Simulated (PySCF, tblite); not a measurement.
**C₅H₁₀BBrSi₂: geometry, infrared bands and NMR shifts**

Wanted: the infrared bands and NMR shifts of C₅H₁₀BBrSi₂ (`C#CB[C@@H]1CC[SiH2][Si@@H]1Br`), by calculation.

The runs use tblite 0.8.0 and PySCF 2.14.0, with density-fitted response routines of our own; the level of theory stands in each step. All values are computed, except where a source is named. Atoms are numbered from 0 throughout.

### Step 1. The starting structure

19 atoms, charge 0, multiplicity 1; geometry from: force field or distance geometry start.

Bonds of the start (Å): C0–C1 1.21, C1–B2 1.53, B2–C3 1.61, C3–C4 1.55, C4–C5 1.54, C5–Si6 1.86, Si6–Si7 2.19, Si7–Br8 2.26, Si7–C3 1.86, C0–H9 1.04, B2–H10 1.18, C3–H11 1.10, C4–H12 1.11, C4–H13 1.11, C5–H14 1.12, C5–H15 1.10, Si6–H16 1.47, Si6–H17 1.46, Si7–H18 1.47.

### Step 2. Optimising the geometry with GFN2-xTB

The job: settings as JSON, then the geometry in Å.

```
{"job": {"kind": "relax", "xc": "GFN2-xTB", "basis": "xTB"}, "charge": 0, "multiplicity": 1}
C      3.941000    -1.124900    -1.275500
C      2.873200    -1.136600    -0.701200
B      1.543700    -1.167900     0.053500
C      0.412200    -0.067800    -0.281400
C      0.044500     0.752000     0.980400
C     -1.160800     1.668900     0.687100
Si    -2.490300     0.670700    -0.150400
Si    -1.140200    -0.875900    -0.916700
Br    -1.605100    -2.848300     0.094800
H      4.854100    -1.106200    -1.782400
H      1.344600    -1.979900     0.884400
H      0.786100     0.608400    -1.059600
H     -0.215700     0.080300     1.831400
H      0.917800     1.375500     1.279400
H     -1.546100     2.116600     1.635300
H     -0.849200     2.490400     0.019300
H     -3.418700     0.102000     0.844100
H     -3.149900     1.428000    -1.215300
H     -1.151100    -0.976100    -2.381700
```

The run is started by

```
> OMP_NUM_THREADS=1 python probes_run.py task.json out
```

This one command runs all jobs of the session in turn.

**Question.** This job is followed by: GFN2-xTB harmonic vibrations, gas phase; GIAO PBE0/pcSseg-1 NMR shielding, non-relativistic, gas phase. Predict these results of the whole session: strongest single infrared mode (GFN2-xTB); zero-point energy (GFN2-xTB); ¹³C shifts against TMS (PBE0/pcSseg-1); ¹H shifts against TMS (PBE0/pcSseg-1); ¹¹B shifts against BF3·OEt2 (PBE0/pcSseg-1); ²⁹Si shifts against TMS (PBE0/pcSseg-1); ⁷⁹Br shifts against HBr (PBE0/pcSseg-1).

As calculated:

| quantity | value |
| --- | --- |
| strongest single infrared mode (GFN2-xTB) | 2252 cm⁻¹, 446 km/mol |
| zero-point energy (GFN2-xTB) | 81.5 kcal/mol |
| ¹³C shifts against TMS (PBE0/pcSseg-1) | 131.9, 99.0, 54.4, 31.7, 16.8 ppm |
| ¹H shifts against TMS (PBE0/pcSseg-1) | 6.76, 6.11, 4.57, 3.98, 3.92, 2.68, 2.22, 1.72, 1.64, 0.75 ppm |
| ¹¹B shifts against BF3·OEt2 (PBE0/pcSseg-1) | 67.4 ppm |
| ²⁹Si shifts against TMS (PBE0/pcSseg-1) | 16.4, -65.7 ppm |
| ⁷⁹Br shifts against HBr (PBE0/pcSseg-1) | -172 ppm |

What this shows: Relaxing lowered the energy by 0.512 eV in 109 steps; the close pair that moved most is Si6–Si7, from 2.191 to 2.319 Å. All 51 modes are real, so the xTB geometry is a minimum. The strongest single mode, at 2252 cm⁻¹, moves mainly H18. GFN2-xTB is a fitted tight-binding method: band positions and strengths are rough. Its intensities can rank the bands wrongly. At PBE0/pcSseg-1: Shielding is most anisotropic at C1 (span 317 ppm, paramagnetic term -167 ppm). Spin-orbit coupling is left out, which matters for shieldings and couplings at and beside the heavy atoms.
